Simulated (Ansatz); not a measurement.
**ClF2GeH: reaction (reductive elimination)**

Aim: the minimum-energy path and barrier of the reaction (reductive elimination). The ends are relaxed first, then joined by a nudged elastic band. Meant to form: H2–F3; to break: Ge1–H2, Ge1–F3. The start is a guess near the saddle point, from which both ends are pulled out.

Method: RKS PBE/def2-SVP, in Ansatz 0.2.0.

## Step 1: The system as given

Bond lengths: Ge1–H2 1.750 Å, Ge1–F3 1.880 Å, Ge1–F4 1.679 Å, Ge1–Cl5 2.218 Å. Angles: H2–Ge1–F3 41.0°, H2–Ge1–F4 122.5°, H2–Ge1–Cl5 122.5°, F3–Ge1–F4 122.9°, F3–Ge1–Cl5 122.9°, F4–Ge1–Cl5 109.5°.

Coordinates:

```xyz
5

Ge    0.0000    0.0000    0.0000
H     0.9646    0.0000    1.4601
F     1.8114    0.0000    0.5034
F    -0.7913    1.3709   -0.5594
Cl   -1.0456   -1.8115   -0.7393
```

## Step 2: Pulling towards end A

Springs on the bonds that form and break draw the guess towards this end; the thresholds are loose.

File input.yaml:

```yaml
crystal:
  periodic: [false, false, false]
  atoms:
    - { symbol: Ge, position_ang: [0.0, 0.0, 0.0] }
    - { symbol: H, position_ang: [0.9646, 0.0, 1.4601] }
    - { symbol: F, position_ang: [1.8114, 0.0, 0.5034] }
    - { symbol: F, position_ang: [-0.7913, 1.3709, -0.5594] }
    - { symbol: Cl, position_ang: [-1.0456, -1.8115, -0.7393] }
basis:
  gaussian: { orbitals: def2-SVP }
hamiltonian:
  xc: pbe
relax:
  f_tol: 0.15
  max_steps: 25
  restrain:
    - { distance: [1, 2], at: 2.12, k: 30.0 }
    - { distance: [0, 1], at: 1.55, k: 30.0 }
    - { distance: [0, 2], at: 1.68, k: 30.0 }
```

Command:

```bash
ansatz run input.yaml --threads 1 --pin off --max-ram 2048MiB --backend cpu --events-out ev --progress --plain --runs-dir out
```

What it wrote, cut to the lines that bear on the results:

```text
Warning: RAYON_NUM_THREADS=1 ignored (pool sized by the plan → 1); use --threads N
[...]
Functional definition: PBE
[...]
900 factors; their error is unknown
[...]
mean field -74456.59460276 eV, -2736.2293831591 hartree, gradient 4.1e-5 eV, S^2 0.000000; 0 other end points of the search recorded, 0 dependent functions left out
[...]
reference -74456.59463138 eV, -2736.2293842107 hartree; 34, 34 occupied and 49, 49 virtual orbitals, 900 factors
relax step   1: F+E_penalty+E_count = -74456.59460276 eV  Δ(F+E_penalty+E_count) = +0.000e0 eV  max|allowed force component| = 3.261e0 eV/Å  E_restraint = 11.84376616 eV  max|allowed force component, restraints' pulls added| = 2.133e1 eV/Å  Δτ_max = 0.0000 Å  (27 SCF iters, accepted)
[...]
relax step   5: F+E_penalty+E_count = -74459.29487621 eV  Δ(F+E_penalty+E_count) = -3.808e-2 eV  max|allowed force component| = 1.544e0 eV/Å  E_restraint = 0.06543143 eV  max|allowed force component, restraints' pulls added| = 2.257e-1 eV/Å  Δτ_max = 0.0514 Å  (25 SCF iters, accepted)
[...]
relax step   6: F+E_penalty+E_count = -74459.29148370 eV  Δ(F+E_penalty+E_count) = +3.393e-3 eV  max|allowed force component| = 1.641e0 eV/Å  E_restraint = 0.06047325 eV  max|allowed force component, restraints' pulls added| = 2.969e-2 eV/Å  Δτ_max = 0.0112 Å  (26 SCF iters, accepted)
  distance H 1 - F 2 = 2.1749 Å
  distance Ge 0 - H 1 = 1.5266 Å
  distance Ge 0 - F 2 = 1.7016 Å
900 factors; their error is unknown
[...]
mean field -74459.29148370 eV, -2736.3284917055 hartree, gradient 2.9e-5 eV, S^2 0.000000; 1 other end points of the search recorded, 0 dependent functions left out
[...]
reference -74459.29151122 eV, -2736.3284927169 hartree; 34, 34 occupied and 49, 49 virtual orbitals, 900 factors
Total energy: -74459.29151122 eV, -2736.3284927169 hartree
Atom 0 at     0.115344    -0.047023     0.203487 Å, force    -0.501494    -0.003725     0.747147 eV/Å
Atom 1 at     0.484097     0.012328     1.683697 Å, force    -1.148912     0.005319     0.656690 eV/Å
Atom 2 at     1.798041    -0.027643    -0.048993 Å, force     1.641439    -0.002642    -1.403789 eV/Å
Atom 3 at    -0.613059     1.364944    -0.500991 Å, force     0.016355     0.011779    -0.000711 eV/Å
Atom 4 at    -0.845322    -1.743206    -0.672400 Å, force    -0.007387    -0.010731     0.000663 eV/Å
Dipole moment:    -0.146686    -0.124449     0.275835 e Å
```

Run time: 15 s. Hardware: 1 thread of Arm Neoverse V1, shared host; peak memory 0.12 GiB.

Relaxation path:

```csv
step,energy from step 1 (eV),largest force component (eV/Å)
1,0.0000,3.2612
2,-1.0928,2.1408
3,-2.0056,1.7593
4,-2.6622,1.3451
5,-2.7003,1.5435
6,-2.6969,1.6414
```

Step 1 is the start. Energies and forces in the table leave out the springs, which the log lists apart; the run stops on the force with the springs' pull added.

After: Bond lengths: Ge1–H2 1.527 Å, Ge1–F3 1.702 Å, Ge1–F4 1.738 Å, Ge1–Cl5 2.137 Å. Angles: H2–Ge1–F3 84.5°, H2–Ge1–F4 117.6°, H2–Ge1–Cl5 122.5°, F3–Ge1–F4 110.2°, F3–Ge1–Cl5 113.1°, F4–Ge1–Cl5 106.9°.

## Step 3: End point A

It starts where the restrained run ended.

File input.yaml:

```yaml
crystal:
  periodic: [false, false, false]
  atoms:
    - { symbol: Ge, position_ang: [0.115344, -0.047023, 0.203487] }
    - { symbol: H, position_ang: [0.484097, 0.012328, 1.683697] }
    - { symbol: F, position_ang: [1.798041, -0.027643, -0.048993] }
    - { symbol: F, position_ang: [-0.613059, 1.364944, -0.500991] }
    - { symbol: Cl, position_ang: [-0.845322, -1.743206, -0.6724] }
basis:
  gaussian: { orbitals: def2-SVP }
hamiltonian:
  xc: pbe
relax:
  f_tol: 0.03
  max_steps: 50
output:
  orbitals: {}
```

Command:

```bash
ansatz run input.yaml --threads 1 --pin off --max-ram 2048MiB --backend cpu --events-out ev --progress --plain --runs-dir out
```

What it wrote, cut to the lines that bear on the results:

```text
Warning: RAYON_NUM_THREADS=1 ignored (pool sized by the plan → 1); use --threads N
[...]
[... 1 set-up line as earlier in the session ...]
[...]
900 factors; their error is unknown
[...]
mean field -74459.29149585 eV, -2736.3284921521 hartree, gradient 9.0e-6 eV, S^2 0.000000; 0 other end points of the search recorded, 0 dependent functions left out
[...]
reference -74459.29152323 eV, -2736.3284931583 hartree; 34, 34 occupied and 49, 49 virtual orbitals, 900 factors
relax step   1: F+E_penalty+E_count = -74459.29149585 eV  Δ(F+E_penalty+E_count) = +0.000e0 eV  max|allowed force component| = 1.642e0 eV/Å  Δτ_max = 0.0000 Å  (26 SCF iters, accepted)
[...]
relax step   5: F+E_penalty+E_count = -74459.72766748 eV  Δ(F+E_penalty+E_count) = -1.474e-3 eV  max|allowed force component| = 4.210e-2 eV/Å  Δτ_max = 0.0131 Å  (27 SCF iters, accepted)
[...]
relax step   6: F+E_penalty+E_count = -74459.72775731 eV  Δ(F+E_penalty+E_count) = -8.983e-5 eV  max|allowed force component| = 1.444e-3 eV/Å  Δτ_max = 0.0028 Å  (27 SCF iters, accepted)
900 factors; their error is unknown
mean field -74459.72775731 eV, -2736.3445244650 hartree, gradient 3.4e-5 eV, S^2 0.000000; 1 other end points of the search recorded, 0 dependent functions left out
[...]
reference -74459.72778468 eV, -2736.3445254706 hartree; 34, 34 occupied and 49, 49 virtual orbitals, 900 factors
Total energy: -74459.72778468 eV, -2736.3445254706 hartree
Atom 0 at     0.209734    -0.045094     0.240755 Å, force     0.001199     0.001234    -0.001435 eV/Å
Atom 1 at     0.185763     0.002493     1.776532 Å, force     0.000272     0.000458     0.000566 eV/Å
Atom 2 at     1.849175    -0.029261    -0.339736 Å, force    -0.001444     0.000016     0.000786 eV/Å
Atom 3 at    -0.527250     1.384777    -0.420572 Å, force     0.000422    -0.001358     0.000633 eV/Å
Atom 4 at    -0.778320    -1.753515    -0.592178 Å, force    -0.000450    -0.000350    -0.000549 eV/Å
Dipole moment:    -0.079955    -0.111524     0.399058 e Å
```

Run time: 15 s. Hardware: 1 thread of Arm Neoverse V1, shared host; peak memory 0.12 GiB.

Relaxation path:

```csv
step,energy from step 1 (eV),largest force component (eV/Å)
1,0.0000,1.6415
2,-0.3704,0.4217
3,-0.4280,0.3298
4,-0.4347,0.1234
5,-0.4362,0.0421
6,-0.4363,0.0014
```

Step 1 is the start.

After: Bond lengths: Ge1–H2 1.537 Å, Ge1–F3 1.739 Å, Ge1–F4 1.739 Å, Ge1–Cl5 2.142 Å. Angles: H2–Ge1–F3 110.4°, H2–Ge1–F4 110.4°, H2–Ge1–Cl5 114.0°, F3–Ge1–F4 105.4°, F3–Ge1–Cl5 108.2°, F4–Ge1–Cl5 108.2°.

## Step 4: A restrained relaxation towards end B

Springs on the bonds that form and break draw the guess towards this end; the thresholds are loose.

File input.yaml:

```yaml
crystal:
  periodic: [false, false, false]
  atoms:
    - { symbol: Ge, position_ang: [0.0, 0.0, 0.0] }
    - { symbol: H, position_ang: [0.9646, 0.0, 1.4601] }
    - { symbol: F, position_ang: [1.8114, 0.0, 0.5034] }
    - { symbol: F, position_ang: [-0.7913, 1.3709, -0.5594] }
    - { symbol: Cl, position_ang: [-1.0456, -1.8115, -0.7393] }
basis:
  gaussian: { orbitals: def2-SVP }
hamiltonian:
  xc: pbe
relax:
  f_tol: 0.15
  max_steps: 25
  restrain:
    - { distance: [1, 2], at: 0.92, k: 30.0 }
    - { distance: [0, 1], at: 2.75, k: 30.0 }
    - { distance: [0, 2], at: 2.88, k: 30.0 }
output:
  orbitals: {}
```

Command:

```bash
ansatz run input.yaml --threads 1 --pin off --max-ram 2048MiB --backend cpu --events-out ev --progress --plain --runs-dir out
```

What it wrote, cut to the lines that bear on the results:

```text
Warning: RAYON_NUM_THREADS=1 ignored (pool sized by the plan → 1); use --threads N
[...]
[... 1 set-up line as earlier in the session ...]
[...]
900 factors; their error is unknown
[...]
mean field -74456.59460276 eV, -2736.2293831591 hartree, gradient 4.1e-5 eV, S^2 0.000000; 0 other end points of the search recorded, 0 dependent functions left out
[...]
reference -74456.59463138 eV, -2736.2293842107 hartree; 34, 34 occupied and 49, 49 virtual orbitals, 900 factors
relax step   1: F+E_penalty+E_count = -74456.59460276 eV  Δ(F+E_penalty+E_count) = +0.000e0 eV  max|allowed force component| = 3.261e0 eV/Å  E_restraint = 31.91839536 eV  max|allowed force component, restraints' pulls added| = 4.698e1 eV/Å  Δτ_max = 0.0000 Å  (27 SCF iters, accepted)
[...]
  distance H 1 - F 2 = 0.9317 Å
  distance Ge 0 - H 1 = 2.7540 Å
  distance Ge 0 - F 2 = 2.8705 Å
900 factors; their error is unknown
[...]
mean field -74458.84780523 eV, -2736.3121868224 hartree, gradient 5.7e-5 eV, S^2 0.000000; 1 other end points of the search recorded, 0 dependent functions left out
[...]
reference -74458.84783211 eV, -2736.3121878105 hartree; 34, 34 occupied and 49, 49 virtual orbitals, 900 factors
Total energy: -74458.84783211 eV, -2736.3121878105 hartree
Atom 0 at    -0.813827    -0.015937     0.280287 Å, force     0.165674    -0.040049     0.020127 eV/Å
Atom 1 at     1.605820     0.074186     1.592334 Å, force    -0.020000     0.040393     0.342483 eV/Å
Atom 2 at     2.015690    -0.039006     0.763289 Å, force    -0.145373    -0.034229    -0.326919 eV/Å
Atom 3 at    -0.809417     1.294460    -0.907945 Å, force    -0.000111     0.036720    -0.034050 eV/Å
Atom 4 at    -1.059166    -1.754302    -1.063165 Å, force    -0.000190    -0.002834    -0.001641 eV/Å
Dipole moment:     0.021286     0.056882     0.726809 e Å
```

Run time: 29 s. Hardware: 1 thread of Arm Neoverse V1, shared host; peak memory 0.12 GiB.

Step by step:

```csv
step,energy from step 1 (eV),largest force component (eV/Å)
1,0.0000,3.2612
2,0.1375,4.3541
3,-0.0296,4.7055
4,-0.8811,3.3532
5,-1.7009,1.7747
6,-2.0340,1.1695
7,-2.1714,0.6186
8,-2.2322,0.5903
9,-2.2449,0.4184
10x,-2.1703,2.1669
11,-2.2522,0.2637
12x,-2.2417,0.4371
13,-2.2532,0.3425
```

Step 1 is the start. 2 steps were tried and not accepted (marked x). Energies and forces in the table leave out the springs, which the log lists apart; the run stops on the force with the springs' pull added.

After: Bond lengths: H2–F3 0.932 Å, Ge1–F4 1.769 Å, Ge1–Cl5 2.211 Å. Angles: F4–Ge1–Cl5 100.1°.

Pairs that crossed the distance rule for bonds on the way: came closer H2–F3; moved apart Ge1–H2, Ge1–F3.

## Step 5: Relaxing end B

It starts where the restrained run ended.

File input.yaml:

```yaml
crystal:
  periodic: [false, false, false]
  atoms:
    - { symbol: Ge, position_ang: [-0.813827, -0.015937, 0.280287] }
    - { symbol: H, position_ang: [1.60582, 0.074186, 1.592334] }
    - { symbol: F, position_ang: [2.01569, -0.039006, 0.763289] }
    - { symbol: F, position_ang: [-0.809417, 1.29446, -0.907945] }
    - { symbol: Cl, position_ang: [-1.059166, -1.754302, -1.063165] }
basis:
  gaussian: { orbitals: def2-SVP }
hamiltonian:
  xc: pbe
relax:
  f_tol: 0.03
  max_steps: 50
```

Command:

```bash
ansatz run input.yaml --threads 1 --pin off --max-ram 2048MiB --backend cpu --events-out ev --progress --plain --runs-dir out
```

What it wrote, cut to the lines that bear on the results:

```text
Warning: RAYON_NUM_THREADS=1 ignored (pool sized by the plan → 1); use --threads N
[...]
[... 1 set-up line as earlier in the session ...]
[...]
900 factors; their error is unknown
[...]
mean field -74458.84782011 eV, -2736.3121873693 hartree, gradient 5.0e-5 eV, S^2 0.000000; 0 other end points of the search recorded, 0 dependent functions left out
[...]
reference -74458.84784691 eV, -2736.3121883541 hartree; 34, 34 occupied and 49, 49 virtual orbitals, 900 factors
relax step   1: F+E_penalty+E_count = -74458.84782011 eV  Δ(F+E_penalty+E_count) = +0.000e0 eV  max|allowed force component| = 3.425e-1 eV/Å  Δτ_max = 0.0000 Å  (26 SCF iters, accepted)
[...]
relax step   5: F+E_penalty+E_count = -74458.91152942 eV  Δ(F+E_penalty+E_count) = -1.309e-2 eV  max|allowed force component| = 3.313e-1 eV/Å  Δτ_max = 0.0734 Å  (29 SCF iters, accepted)
[...]
relax step   9: F+E_penalty+E_count = -74458.93568551 eV  Δ(F+E_penalty+E_count) = -3.222e-4 eV  max|allowed force component| = 1.902e-1 eV/Å  Δτ_max = 0.0821 Å  (28 SCF iters, accepted)
[...]
relax step  13: F+E_penalty+E_count = -74458.93572694 eV  Δ(F+E_penalty+E_count) = +6.827e-3 eV  max|allowed force component| = 8.011e-1 eV/Å  Δτ_max = 0.0977 Å  (29 SCF iters, rejected (line search))
[...]
relax step  15: F+E_penalty+E_count = -74458.95067894 eV  Δ(F+E_penalty+E_count) = -4.096e-3 eV  max|allowed force component| = 1.655e-1 eV/Å  Δτ_max = 0.0499 Å  (25 SCF iters, accepted)
[...]
relax step  16: F+E_penalty+E_count = -74458.95534455 eV  Δ(F+E_penalty+E_count) = -4.666e-3 eV  max|allowed force component| = 4.548e-1 eV/Å  Δτ_max = 0.0732 Å  (28 SCF iters, accepted)
[...]
900 factors; their error is unknown
```

## Step 6: The log goes on: end point B relaxed

Output, continued, cut to the lines that bear on the results:

```text
mean field -74458.96393445 eV, -2736.3164544924 hartree, gradient 3.7e-5 eV, S^2 0.000000; 0 other end points of the search recorded, 0 dependent functions left out
[...]
reference -74458.96396178 eV, -2736.3164554970 hartree; 34, 34 occupied and 49, 49 virtual orbitals, 900 factors
relax step  17: F+E_penalty+E_count = -74458.96393445 eV  Δ(F+E_penalty+E_count) = -8.590e-3 eV  max|allowed force component| = 8.951e-1 eV/Å  Δτ_max = 0.1098 Å  (31 SCF iters, accepted)
[...]
relax step  19: F+E_penalty+E_count = -74459.02053165 eV  Δ(F+E_penalty+E_count) = -4.119e-2 eV  max|allowed force component| = 1.810e0 eV/Å  Δτ_max = 0.1948 Å  (31 SCF iters, accepted)
[...]
relax step  21: F+E_penalty+E_count = -74459.19847834 eV  Δ(F+E_penalty+E_count) = -8.953e-2 eV  max|allowed force component| = 8.185e-1 eV/Å  Δτ_max = 0.1951 Å  (31 SCF iters, accepted)
[...]
900 factors; their error is unknown
[...]
mean field -74459.26994171 eV, -2736.3277000519 hartree, gradient 1.5e-5 eV, S^2 0.000000; 1 other end points of the search recorded, 0 dependent functions left out
[...]
reference -74459.26996826 eV, -2736.3277010275 hartree; 34, 34 occupied and 49, 49 virtual orbitals, 900 factors
Total energy: -74459.26996826 eV, -2736.3277010275 hartree
Atom 0 at    -0.936296    -0.177671     0.463966 Å, force     0.004887    -0.009954    -0.011012 eV/Å
Atom 1 at     1.235552     0.481293     0.523457 Å, force    -0.004280    -0.007111     0.006481 eV/Å
Atom 2 at     1.292197    -0.274528     1.143774 Å, force     0.002951     0.008045    -0.002787 eV/Å
Atom 3 at     0.091562     1.181754    -0.290132 Å, force    -0.000595    -0.004511    -0.002647 eV/Å
Atom 4 at    -0.743915    -1.651446    -1.176266 Å, force    -0.002963     0.013531     0.009966 eV/Å
Dipole moment:    -0.135574     0.148921     0.270292 e Å
```

Run time: 60 s. Hardware: 1 thread of Arm Neoverse V1, shared host; peak memory 0.12 GiB.

The steps of the relaxation:

```csv
step,energy from step 1 (eV),largest force component (eV/Å)
1,0.0000,0.3425
2x,0.0012,2.1090
3,-0.0319,0.4611
4,-0.0506,0.6958
5,-0.0637,0.3313
6,-0.0781,0.6035
7,-0.0851,0.3466
8,-0.0875,0.1367
9,-0.0879,0.1902
10,-0.0893,0.1953
11x,0.0500,2.3418
12,-0.0947,0.1990
13x,-0.0879,0.8011
14,-0.0988,0.1477
15,-0.1029,0.1655
16,-0.1075,0.4548
17,-0.1161,0.8951
18,-0.1315,1.5085
19,-0.1727,1.8097
20,-0.2611,1.2840
21,-0.3507,0.8185
22,-0.3860,0.6811
23,-0.4085,0.3238
24,-0.4207,0.1034
25,-0.4217,0.0356
26,-0.4217,0.0572
27,-0.4221,0.0135
```

Step 1 is the start. 3 steps were tried and not accepted (marked x).

After: Bond lengths: H2–F3 0.979 Å, Ge1–F4 1.864 Å, Ge1–Cl5 2.213 Å. Angles: F4–Ge1–Cl5 97.9°.

## Step 7: Nudged elastic band

crystal.atoms is end A as relaxed above, and neb.final_atoms is end B, turned to lie on A. With 9 inner images the band has 11 in all. The start path is listed, through a guess of the saddle.

File input.yaml:

```yaml
crystal:
  periodic: [false, false, false]
  atoms:
    - { symbol: Ge, position_ang: [0.209734, -0.045094, 0.240755] }
    - { symbol: H, position_ang: [0.185763, 0.002493, 1.776532] }
    - { symbol: F, position_ang: [1.849175, -0.029261, -0.339736] }
    - { symbol: F, position_ang: [-0.52725, 1.384777, -0.420572] }
    - { symbol: Cl, position_ang: [-0.77832, -1.753515, -0.592178] }
basis:
  gaussian: { orbitals: def2-SVP }
hamiltonian:
  xc: pbe
neb:
  order_check: false
  images: 9
  f_tol: 0.05
  max_iterations: 60
  final_atoms:
    - { symbol: Ge, position_ang: [-0.59581918, -0.56513732, 0.86752458] }
    - { symbol: H, position_ang: [1.11422378, 0.75722189, 0.17339515] }
    - { symbol: F, position_ang: [1.63858966, 0.0129469, 0.53445247] }
    - { symbol: F, position_ang: [-0.41094137, 1.11145466, 0.07502745] }
    - { symbol: Cl, position_ang: [-0.80695089, -1.75708613, -0.98559864] }
  initial_path:
    images:
      - { positions_ang: [[0.209734, -0.045094, 0.240755], [0.185763, 0.002493, 1.776532], [1.849175, -0.029261, -0.339736], [-0.52725, 1.384777, -0.420572], [-0.77832, -1.753515, -0.592178]] }
      - { positions_ang: [[0.1677168, -0.03611105, 0.19268006], [0.34226479, 0.00238705, 1.71278807], [1.84182594, -0.02334408, -0.17203249], [-0.58039588, 1.38181468, -0.44825579], [-0.83230966, -1.7653466, -0.62037885]] }
      - { positions_ang: [[0.12569961, -0.02712811, 0.14460512], [0.49876658, 0.00228109, 1.64904415], [1.83447689, -0.01742716, -0.00432898], [-0.63354175, 1.37885237, -0.47593958], [-0.88629932, -1.77717819, -0.6485797]] }
      - { positions_ang: [[0.08368241, -0.01814516, 0.09653017], [0.65526837, 0.00217514, 1.58530022], [1.82712783, -0.01151024, 0.16337453], [-0.68668763, 1.37589005, -0.50362337], [-0.94028898, -1.78900979, -0.67678055]] }
      - { positions_ang: [[0.04166522, -0.00916221, 0.04845523], [0.81177016, 0.00206919, 1.52155629], [1.81977877, -0.00559332, 0.33107803], [-0.73983351, 1.37292774, -0.53130715], [-0.99427864, -1.80084139, -0.70498141]] }
      - { positions_ang: [[-0.00035198, -0.00017927, 0.00038029], [0.96827196, 0.00196323, 1.45781237], [1.81242971, 0.0003236, 0.49878154], [-0.79297939, 1.36996542, -0.55899094], [-1.0482683, -1.81267298, -0.73318226]] }
      - { positions_ang: [[-0.11944542, -0.11317088, 0.17380915], [0.99746232, 0.15301496, 1.20092892], [1.7776617, 0.00284826, 0.50591573], [-0.71657178, 1.31826327, -0.43218727], [-1.00000482, -1.80155561, -0.78366553]] }
      - { positions_ang: [[-0.23853886, -0.22616249, 0.34723801], [1.02665268, 0.3040667, 0.94404548], [1.74289369, 0.00537292, 0.51304991], [-0.64016418, 1.26656112, -0.30538359], [-0.95174134, -1.79043824, -0.83414881]] }
      - { positions_ang: [[-0.3576323, -0.3391541, 0.52066686], [1.05584305, 0.45511843, 0.68716204], [1.70812568, 0.00789758, 0.5201841], [-0.56375658, 1.21485897, -0.17857991], [-0.90347785, -1.77932087, -0.88463209]] }
      - { positions_ang: [[-0.47672574, -0.45214571, 0.69409572], [1.08503341, 0.60617016, 0.43027859], [1.67335767, 0.01042224, 0.52731828], [-0.48734897, 1.16315682, -0.05177623], [-0.85521437, -1.7682035, -0.93511536]] }
      - { positions_ang: [[-0.59581918, -0.56513732, 0.86752458], [1.11422378, 0.75722189, 0.17339515], [1.63858966, 0.0129469, 0.53445247], [-0.41094137, 1.11145466, 0.07502745], [-0.80695089, -1.75708613, -0.98559864]] }
```

Command:

```bash
ansatz run input.yaml --threads 1 --pin off --max-ram 2048MiB --backend cpu --events-out ev --progress --plain --runs-dir out
```

What it wrote, cut to the lines that bear on the results:

```text
Warning: RAYON_NUM_THREADS=1 ignored (pool sized by the plan → 1); use --threads N
[...]
[... 1 set-up line as earlier in the session ...]
[...]
900 factors; their error is unknown
[...]
mean field -74459.72776799 eV, -2736.3445248574 hartree, gradient 6.7e-5 eV, S^2 0.000000; 0 other end points of the search recorded, 0 dependent functions left out
[...]
reference -74459.72779505 eV, -2736.3445258517 hartree; 34, 34 occupied and 49, 49 virtual orbitals, 900 factors
900 factors; their error is unknown
[...]
mean field -74459.26998060 eV, -2736.3277014811 hartree, gradient 6.1e-5 eV, S^2 0.000000; 0 other end points of the search recorded, 0 dependent functions left out
[...]
reference -74459.27000730 eV, -2736.3277024625 hartree; 34, 34 occupied and 49, 49 virtual orbitals, 900 factors
NEB end point (image 0): max|allowed force component| = 1.567e-3 eV/Å (the criterion of neb.relax_end_points is 1.000e-2)
[...]
NEB iter  13: max|band force component| = 7.579e-1 eV/Å  barrier→ = 2.0463 eV  barrier← = 1.5885 eV  CI = image 3  Δτ_max = 0.1131 Å  (260 SCF iters)
[...]
NEB iter  17: max|band force component| = 5.117e-2 eV/Å  barrier→ = 2.0138 eV  barrier← = 1.5560 eV  CI = image 3  Δτ_max = 0.0048 Å  (232 SCF iters)
[...]
NEB iter  18: max|band force component| = 2.113e-2 eV/Å  barrier→ = 2.0137 eV  barrier← = 1.5559 eV  CI = image 3  Δτ_max = 0.0000 Å  (441 SCF iters)
Total energy: -74457.71413889 eV, -2736.2705253527 hartree
Atom 0 at    -0.233365    -0.052238     0.353645 Å, force    -0.000535    -0.017601     0.003290 eV/Å
Atom 1 at     0.965921     0.022614     1.450127 Å, force    -0.005802    -0.004236    -0.001472 eV/Å
Atom 2 at     1.738420     0.000262     0.302465 Å, force     0.011500     0.005077     0.000141 eV/Å
Atom 3 at    -0.676730     1.344503    -0.604779 Å, force    -0.004076     0.010188    -0.008298 eV/Å
Atom 4 at    -0.855145    -1.755741    -0.836657 Å, force    -0.001087     0.006571     0.006339 eV/Å
Dipole moment:    -0.109950    -0.083585     0.417652 e Å
this run last wrote the band of iteration 18 to <dir>
```

It took 5.6 min on 1 thread of Arm Neoverse V1, shared host; peak memory 0.12 GiB.

[end of part 1 of 2]
